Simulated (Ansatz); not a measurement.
# CH4FNbO2: one species, many methods

The task here is to estimate one member of a computed series from the others.

The runs use Ansatz 0.2.0, Gaussian basis; functionals in def2-TZVPP, the program's frozen cores in correlated methods.

Levels to be run: LDA (SPW92), PBE-D4, revPBE-D4, BLYP-D4, r2SCAN-D4, B97M-V, PBE0-D4, B3LYP-D4, r2SCANh-D4, r2SCAN0-D4, HSE06-D4, BHLYP-D4, CAM-B3LYP-D4, LC-ωPBE, ωB97X-V, ωB97M-V, B2PLYP, PBE-QIDH; CCSD(T)/def2-SVP; CCSD(T)/def2-TZVPP; MP2/def2-QZVPP; extrapolation to the limit; RPA on PBE.

## The geometry

An earlier PBE0-D4 in a triple-zeta def2 set relaxation fixed the geometry. Nb takes the def2 core potential; no spin-orbit term is included.

SMILES `[CH3][Nb](=[O])([OH])[F]`, 9 atoms, charge 0, spin multiplicity 1.

Atoms are counted from 1 here; the program's logs count them from 0.

Bond lengths: C1–Nb2 2.147 Å, C1–H6 1.094 Å, C1–H7 1.095 Å, C1–H8 1.095 Å, Nb2–O3 1.691 Å, Nb2–O4 1.885 Å, Nb2–F5 1.874 Å, O4–H9 0.959 Å. Angles: Nb2–C1–H6 110.8°, Nb2–C1–H7 109.7°, Nb2–C1–H8 110.5°, H6–C1–H7 107.9°, H6–C1–H8 108.9°, H7–C1–H8 109.0°, C1–Nb2–O3 104.4°, C1–Nb2–O4 107.4°, C1–Nb2–F5 109.0°, O3–Nb2–O4 110.0°, O3–Nb2–F5 110.8°, O4–Nb2–F5 114.6°, Nb2–O4–H9 131.3°.

Coordinates:

```xyz
9
CH4FNbO2
C    -0.4099   -0.3781   -1.2694
Nb    0.6001    0.3009    0.4995
O     1.6044   -0.9893    0.9326
O    -0.7089    0.5720    1.8287
F     1.6127    1.8213    0.0793
H    -0.9522   -1.3076   -1.0738
H     0.3224   -0.5755   -2.0589
H    -1.1184    0.3787   -1.6213
H    -0.8615    0.1311    2.6662
```

The first run:

The input, in.yaml:

```yaml
crystal:
  periodic: [false, false, false]
  atoms:
    - {symbol: C, position_ang: [-0.409940, -0.378081, -1.269361]}
    - {symbol: Nb, position_ang: [0.600124, 0.300906, 0.499511]}
    - {symbol: O, position_ang: [1.604389, -0.989254, 0.932585]}
    - {symbol: O, position_ang: [-0.708921, 0.572021, 1.828676]}
    - {symbol: F, position_ang: [1.612670, 1.821345, 0.079317]}
    - {symbol: H, position_ang: [-0.952159, -1.307567, -1.073828]}
    - {symbol: H, position_ang: [0.322385, -0.575459, -2.058896]}
    - {symbol: H, position_ang: [-1.118402, 0.378745, -1.621267]}
    - {symbol: H, position_ang: [-0.861546, 0.131143, 2.666162]}
basis:
  gaussian: {orbitals: def2-TZVPP}
hamiltonian: {xc: lda}
output: {orbitals: {seedname: orbitals}}
```

Started as:

```console
ansatz run in.yaml --threads 4 --pin off --events-out ev --progress --plain --max-ram 10444MiB
```

Steps of the session up to this table: LDA; PBE-D4 (GGA); revPBE-D4 (GGA); BLYP-D4 (GGA); r2SCAN-D4 (meta-GGA); B97M-V (meta-GGA); B3LYP-D4 (hybrid); r2SCANh-D4 (hybrid); r2SCAN0-D4 (hybrid); HSE06-D4 (hybrid); BHLYP-D4 (hybrid); CAM-B3LYP-D4 (range-separated); LC-ωPBE (range-separated); ωB97X-V (range-separated); ωB97M-V (range-separated); B2PLYP (double hybrid); PBE-QIDH (double hybrid).

One of the session's tables, all rows but one given; the rest of the session is left out.

It belongs to the step «Orbital energies across the functionals». 

```
  functional  HOMO (eV)  LUMO (eV)  gap (eV)
 LDA (SPW92)      -7.32      -2.81      4.51
      PBE-D4      -7.12      -2.54      4.58
   revPBE-D4      -7.05      -2.44      4.61
     BLYP-D4      -7.01      -2.47      4.54
   r2SCAN-D4      -7.43      -2.41      5.03
      B97M-V          ?          ?         ?
     PBE0-D4      -8.53      -1.67      6.86
    B3LYP-D4      -8.30      -1.94      6.36
  r2SCANh-D4      -7.95      -2.08      5.87
  r2SCAN0-D4      -8.74      -1.58      7.16
    HSE06-D4      -8.13      -2.05      6.08
    BHLYP-D4      -9.85      -0.68      9.17
CAM-B3LYP-D4      -9.95      -0.56      9.39
     LC-ωPBE     -11.32       0.71     12.03
     ωB97X-V     -10.95       0.60     11.55
     ωB97M-V     -10.83       0.50     11.34
```

Q: Estimate the row for B97M-V from the others.

As computed: HOMO (eV): -7.50; LUMO (eV): -2.36; gap (eV): 5.14. In the column «HOMO (eV)» it lies between r2SCANh-D4 (-7.95) and r2SCAN-D4 (-7.43).
